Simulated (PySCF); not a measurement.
# CH8BN3Si: electronic excitations

Aim: predict the electronic excitations of CH8BN3Si (`C=NBN[SiH2]N`).

Programs: PySCF 2.14.0, with density-fitted response routines of our own. Each step states its level of theory. These are calculated values for one molecule in the gas phase, unless marked as measured. Atoms are numbered from 0 throughout.

### 1 The molecule as given

14 atoms, charge 0, multiplicity 1; geometry from: GFN2-xTB.

Bonds of the start (Å): C0–N1 1.24, N1–B2 1.36, B2–N3 1.42, N3–Si4 1.72, Si4–N5 1.73, C0–H6 1.09, C0–H7 1.09, B2–H8 1.17, N3–H9 1.01, Si4–H10 1.47, Si4–H11 1.47, N5–H12 1.01, N5–H13 1.01.

### 2 TDDFT and polarisability: CAM-B3LYP/def2-SVPD

Job settings and geometry (Å):

```
{"job": {"kind": "uv", "xc": "CAM-B3LYP", "basis": "def2-SVPD", "nstates": 8, "ntriplets": 3}, "charge": 0, "multiplicity": 1}
C      3.354074     0.179380     0.351709
N      2.231342    -0.206790     0.010419
B      1.020030    -0.558695    -0.502166
N     -0.190210    -0.022002     0.010452
Si    -1.801054    -0.283638    -0.546304
N     -2.768804     0.486575     0.661421
H      3.861775     1.014849    -0.138021
H      3.902297    -0.298077     1.166802
H      1.002027    -1.358090    -1.358806
H     -0.091012     0.677751     0.730517
H     -2.120192     0.430549    -1.788960
H     -2.008557    -1.730451    -0.715541
H     -2.639096     0.212788     1.623028
H     -3.753298     0.575478     0.473284
```

Method: TDDFT CAM-B3LYP/def2-SVPD, vertical, gas phase, core orbitals frozen in the response.

Command:

```sh
> OMP_NUM_THREADS=1 python probes_run.py task.json out
```

One launch serves the whole session: the jobs run in the order shown.

Output:

```text
coarse grid: 11944 points
cycle   1  E = -521.0951736430  dE =  7.200e-01  |g| = 6.155e-01  |ddm| = 6.107e+00
cycle   2  E = -521.0580573719  dE =  3.712e-02  |g| = 7.707e-01  |ddm| = 1.828e+00
cycle   3  E = -521.1863117253  dE = -1.283e-01  |g| = 6.053e-02  |ddm| = 9.195e-01
cycle   4  E = -521.1868130123  dE = -5.013e-04  |g| = 4.628e-02  |ddm| = 1.162e-01
cycle   5  E = -521.1872447186  dE = -4.317e-04  |g| = 7.506e-03  |ddm| = 7.162e-02
cycle   6  E = -521.1872590156  dE = -1.430e-05  |g| = 2.044e-03  |ddm| = 1.531e-02
cycle   7  E = -521.1872599764  dE = -9.608e-07  |g| = 8.884e-04  |ddm| = 4.343e-03
final grid: 110296 points
cycle   8  E = -521.2546232086  dE = -2.140e-05  |g| = 4.005e-03  |ddm| = 5.979e-02
cycle   9  E = -521.2546226272  dE =  5.815e-07  |g| = 4.469e-03  |ddm| = 1.277e-02
cycle  10  E = -521.2546268552  dE = -4.228e-06  |g| = 2.827e-04  |ddm| = 5.953e-03
cycle  11  E = -521.2546268715  dE = -1.632e-08  |g| = 1.464e-04  |ddm| = 7.946e-04
cycle  12  E = -521.2546268770  dE = -5.482e-09  |g| = 4.570e-05  |ddm| = 3.333e-04
cycle  13  E = -521.2546268774  dE = -4.679e-10  |g| = 1.080e-05  |ddm| = 6.592e-05
converged SCF energy = -521.2546268774

Static polarisability (au): isotropic 79.357, principal 60.965 67.408 109.699

Singlet excitations
state   eV       nm        f      main configurations
  1   4.0545    305.8   0.00001   H->L 0.85, H-2->L 0.09
  2   6.2554    198.2   0.01087   H->L+1 0.48, H->L+2 0.40
  3   6.5569    189.1   0.02131   H-1->L+1 0.50, H-1->L+2 0.32
  4   6.8583    180.8   0.02330   H->L+1 0.25, H-2->L 0.16, H->L+2 0.15
  5   6.9672    178.0   0.00945   H->L+2 0.27, H->L+3 0.24, H-2->L 0.19
  6   7.0656    175.5   0.31888   H->L+4 0.90
  7   7.2733    170.5   0.03305   H->L+3 0.42, H-1->L 0.18, H-2->L 0.12
  8   7.3197    169.4   0.05210   H-1->L 0.30, H-2->L 0.28, H-1->L+3 0.15

Triplet excitations (Tamm-Dancoff, eV): 3.5425 5.1048 5.9319
```

It took 53 s on 1 thread of Arm Neoverse N1, shared host; peak memory 0.83 GiB.

Frontier orbitals and where they lie:

```tsv
orbital	eV	atoms
HOMO−3	-10.42	N1 27 %, C0 21 %, B2 21 %
HOMO−2	-9.93	N3 26 %, N1 18 %, B2 14 %
HOMO−1	-8.86	N5 60 %, Si4 14 %, H11 9 %
HOMO	-7.99	N1 35 %, N3 28 %, C0 10 %
LUMO	0.41	C0 37 %, N1 31 %, B2 8 %
LUMO+1	1.22	Si4 24 %, B2 16 %, C0 12 %
LUMO+2	1.31	C0 19 %, B2 19 %, Si4 15 %
```

With each of the 8 states as a Gaussian band of 0.4 eV half-width at 1/e, the curve within the window shown has maxima at 175 nm (ε 17,000) L/(mol cm). Beyond the last state computed it falls off for lack of states. The curve at chosen wavelengths:

(nm, ε (L/mol/cm)): (163, 3782), (171, 14135), (179, 14822), (187, 6293), (194, 2266), (202, 822), (210, 282), (218, 70), (226, 12), (234, 2), (241, 0), (249, 0), (257, 0), (265, 0), (273, 0), (281, 0), (288, 0), (296, 0), (304, 0), (312, 0), (320, 0), (328, 0), (335, 0), (343, 0), (351, 0), (359, 0)

Ground-state properties from the same run:

```tsv
property	computed
dipole moment (D)	1.78
polarisability (Å³)	11.76
HOMO–LUMO gap (eV)	8.40
−ε(HOMO) (eV)	7.99
```

### 3 Outcome

| quantity | value |
| --- | --- |
| lowest singlet (CAM-B3LYP/def2-SVPD) | 4.05 eV (306 nm), f = 0.000 |
| brightest single state of those computed | state 6, 7.07 eV, f = 0.319 |
| lowest triplet | 3.54 eV |

In words: The lowest singlet, at 4.05 eV, is HOMO→LUMO 0.85, HOMO−2→LUMO 0.09 and is dark; of the 8 states computed, the strongest absorption comes from state 6 at 7.07 eV. The lowest triplet lies 0.51 eV below the lowest singlet (triplets in Tamm-Dancoff, singlets in full TDDFT).
